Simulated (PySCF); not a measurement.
# C5H11ClSi: electronic excitations

Aim: predict the electronic excitations of C5H11ClSi (`C=CC[C@@H](C)[SiH2]Cl`).

Computed with PySCF 2.14.0, with density-fitted response routines of our own, on a single molecule in the gas phase. Atoms are numbered from 0 throughout.

### Step 1. Starting geometry

18 atoms, charge 0, multiplicity 1; geometry from: GFN2-xTB.

Bonds of the start (Å): C0–C1 1.32, C1–C2 1.49, C2–C3 1.54, C3–C4 1.53, C3–Si5 1.91, Si5–Cl6 2.02, C0–H7 1.08, C0–H8 1.08, C1–H9 1.08, C2–H10 1.10, C2–H11 1.09, C3–H12 1.10, C4–H13 1.09, C4–H14 1.09, C4–H15 1.09, Si5–H16 1.46, Si5–H17 1.46.

### Step 2. Ultraviolet spectrum: CAM-B3LYP/def2-SVPD

What the job is given:

```
{"job": {"kind": "uv", "xc": "CAM-B3LYP", "basis": "def2-SVPD", "nstates": 8, "ntriplets": 3}, "charge": 0, "multiplicity": 1}
C      2.434808     0.540087     0.200776
C      1.540007    -0.377420    -0.115803
C      0.438348    -0.169935    -1.104653
C     -0.955416    -0.137828    -0.450155
C     -1.308903    -1.484233     0.179315
Si    -1.133879     1.277922     0.819743
Cl    -0.599516     3.018406    -0.046848
H      2.429636     1.516269    -0.255996
H      3.212233     0.354938     0.922968
H      1.574424    -1.352030     0.353294
H      0.459825    -0.982986    -1.838012
H      0.602317     0.769901    -1.636572
H     -1.673525     0.039361    -1.261301
H     -1.184103    -2.291737    -0.541193
H     -0.677745    -1.691987     1.039424
H     -2.343081    -1.487398     0.516118
H     -2.537689     1.394303     1.216827
H     -0.286499     1.070685     1.990410
```

Level: TDDFT CAM-B3LYP/def2-SVPD, vertical, gas phase, core orbitals frozen in the response.

Run with:

```sh
$ OMP_NUM_THREADS=1 python probes_run.py task.json out
```

The driver reads the jobs from task.json and runs them one after another.

The log of the run:

```text
coarse grid: 15504 points
cycle   1  E = -946.2393564278  dE =  6.965e-01  |g| = 3.591e-01  |ddm| = 7.235e+00
cycle   2  E = -946.2591176231  dE = -1.976e-02  |g| = 2.683e-01  |ddm| = 1.311e+00
cycle   3  E = -946.2784209830  dE = -1.930e-02  |g| = 2.775e-02  |ddm| = 5.222e-01
cycle   4  E = -946.2786369736  dE = -2.160e-04  |g| = 1.173e-02  |ddm| = 9.755e-02
cycle   5  E = -946.2786718596  dE = -3.489e-05  |g| = 2.757e-03  |ddm| = 3.048e-02
cycle   6  E = -946.2786738725  dE = -2.013e-06  |g| = 5.874e-04  |ddm| = 6.357e-03
final grid: 138808 points
cycle   7  E = -946.4045011428  dE = -3.694e-05  |g| = 3.623e-03  |ddm| = 1.301e-01
cycle   8  E = -946.4045021329  dE = -9.901e-07  |g| = 3.173e-03  |ddm| = 1.791e-02
cycle   9  E = -946.4045047576  dE = -2.625e-06  |g| = 2.681e-04  |ddm| = 5.403e-03
cycle  10  E = -946.4045047703  dE = -1.272e-08  |g| = 1.803e-04  |ddm| = 1.090e-03
cycle  11  E = -946.4045047787  dE = -8.412e-09  |g| = 3.447e-05  |ddm| = 3.918e-04
cycle  12  E = -946.4045047790  dE = -2.897e-10  |g| = 9.032e-06  |ddm| = 7.308e-05
converged SCF energy = -946.4045047790

Static polarisability (au): isotropic 97.249, principal 85.126 97.552 109.070

Singlet excitations
state   eV       nm        f      main configurations
  1   7.0552    175.7   0.14756   H->L 0.79, H-1->L 0.09
  2   7.3943    167.7   0.07636   H->L+1 0.48, H->L+3 0.17, H-1->L 0.15
  3   7.4610    166.2   0.04506   H->L+2 0.46, H-1->L 0.26, H->L+3 0.10
  4   7.6413    162.3   0.00034   H-1->L 0.34, H->L+1 0.25, H->L+2 0.14
  5   7.8206    158.5   0.01400   H-1->L+1 0.26, H-2->L 0.21, H-2->L+1 0.13
  6   7.8724    157.5   0.02883   H-2->L 0.30, H-2->L+1 0.20, H-1->L+1 0.11
  7   7.9926    155.1   0.02990   H-1->L+1 0.20, H-3->L 0.17, H->L+3 0.15
  8   8.1589    152.0   0.00492   H->L+4 0.59, H->L+6 0.09

Triplet excitations (Tamm-Dancoff, eV): 4.4534 6.9998 7.2729
```

It took 1.9 min on 1 thread of Arm Neoverse N1, shared host; peak memory 1.1 GiB.

The orbitals next to the gap, with their largest atomic shares:

```
orbital      eV                         atoms
 HOMO−3  -10.75     C1 16 %, C2 15 %, C3 14 %
 HOMO−2  -10.18  Cl6 56 %, Si5 19 %, H16 11 %
 HOMO−1   -9.62   C3 25 %, Cl6 21 %, Si5 16 %
   HOMO   -8.87      C0 34 %, C1 30 %, C2 8 %
   LUMO    0.92    C0 13 %, C1 12 %, Cl6 10 %
 LUMO+1    1.25    Cl6 29 %, Si5 21 %, C0 8 %
 LUMO+2    1.40    Si5 16 %, C1 14 %, C0 12 %
```

With each of the 8 states as a Gaussian band of 0.4 eV half-width at 1/e, the curve within the window shown has maxima at 172 nm (ε 9,000) L/(mol cm). Beyond the last state computed it falls off for lack of states. The curve at chosen wavelengths:

nm, ε (L/mol/cm) and a bar:
```
      147        611 
      149       1134 ##
      151       1826 ####
      152       2213 ######
      154       3002 #########
      156       3752 ###########
      158       4454 ##############
      160       5160 ################
      161       5535 ##################
      163       6342 ####################
      165       7195 #######################
      167       8002 ##########################
      169       8642 #############################
      170       8863 #############################
      172       9045 ##############################
      174       8838 #############################
      176       8237 ###########################
      178       7302 ########################
      179       6742 ######################
      181       5524 #################
      183       4292 #############
      185       3162 #########
      187       2213 ######
      188       1816 ####
      190       1180 ##
      192        732
```

Ground-state properties from the same run:

```
           property  computed
  dipole moment (D)      1.83
polarisability (Å³)     14.41
 HOMO–LUMO gap (eV)      9.79
      −ε(HOMO) (eV)      8.87
```

### Step 3. Summary of results

| quantity | value |
| --- | --- |
| lowest singlet (CAM-B3LYP/def2-SVPD) | 7.06 eV (176 nm), f = 0.148 |
| lowest triplet | 4.45 eV |

In words: The lowest singlet, at 7.06 eV, is HOMO→LUMO 0.79, HOMO−1→LUMO 0.09 and is bright. The lowest triplet lies 2.60 eV below the lowest singlet (triplets in Tamm-Dancoff, singlets in full TDDFT).
